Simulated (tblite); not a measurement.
# C4H15GeNSi: the cost of one run

Computed with tblite 0.8.0 and PySCF 2.14.0, with density-fitted response routines of our own, on a single molecule in the gas phase. Atoms are numbered from 0 throughout.

**1. Starting geometry**

22 atoms, charge 0, multiplicity 1; geometry from: force field or distance geometry start.

Bonds of the start (Å): C0–C1 1.52, C1–Ge2 1.94, Ge2–C3 1.92, C3–C4 1.51, C4–Si5 1.85, Si5–N6 1.77, C0–H7 1.10, C0–H8 1.11, C0–H9 1.11, C1–H10 1.12, C1–H11 1.12, Ge2–H12 1.55, Ge2–H13 1.56, C3–H14 1.11, C3–H15 1.12, C4–H16 1.11, C4–H17 1.14, Si5–H18 1.47, Si5–H19 1.49, N6–H20 1.02, N6–H21 1.03.

**2. Relaxing the molecule with GFN2-xTB**

The job: settings as JSON, then the geometry in Å.

```
{"job": {"kind": "relax", "xc": "GFN2-xTB", "basis": "xTB"}, "charge": 0, "multiplicity": 1}
C     -3.897000     0.548300    -0.062100
C     -2.776300    -0.392800     0.340300
Ge    -1.200400     0.200400    -0.619700
C      0.463400    -0.417200     0.116600
C      1.565900     0.071200    -0.799600
Si     3.177400    -0.525500    -0.101500
N      3.797900     0.580400     1.135500
H     -4.079200     0.362800    -1.133500
H     -3.472800     1.568600     0.060900
H     -4.800800     0.403100     0.558800
H     -2.637600    -0.413700     1.447100
H     -2.998600    -1.447700     0.054000
H     -1.415500    -0.239300    -2.088000
H     -1.190500     1.763500    -0.558500
H      0.671300    -0.009200     1.128700
H      0.462100    -1.538900     0.163700
H      1.531100     1.171700    -0.941800
H      1.338300    -0.412200    -1.803500
H      4.103400    -0.705900    -1.226300
H      2.935300    -1.852800     0.519700
H      4.655000     1.086900     0.904500
H      3.757200     0.217500     2.102400
```

Command:

```sh
OMP_NUM_THREADS=1 python probes_run.py task.json out
```

One launch serves the whole session: the jobs run in the order shown.

Q: Estimate the wall time and peak memory of this first job on 1 thread of Arm Neoverse V1, shared host.

About 1.5 s, with a peak of 0.18 GiB.
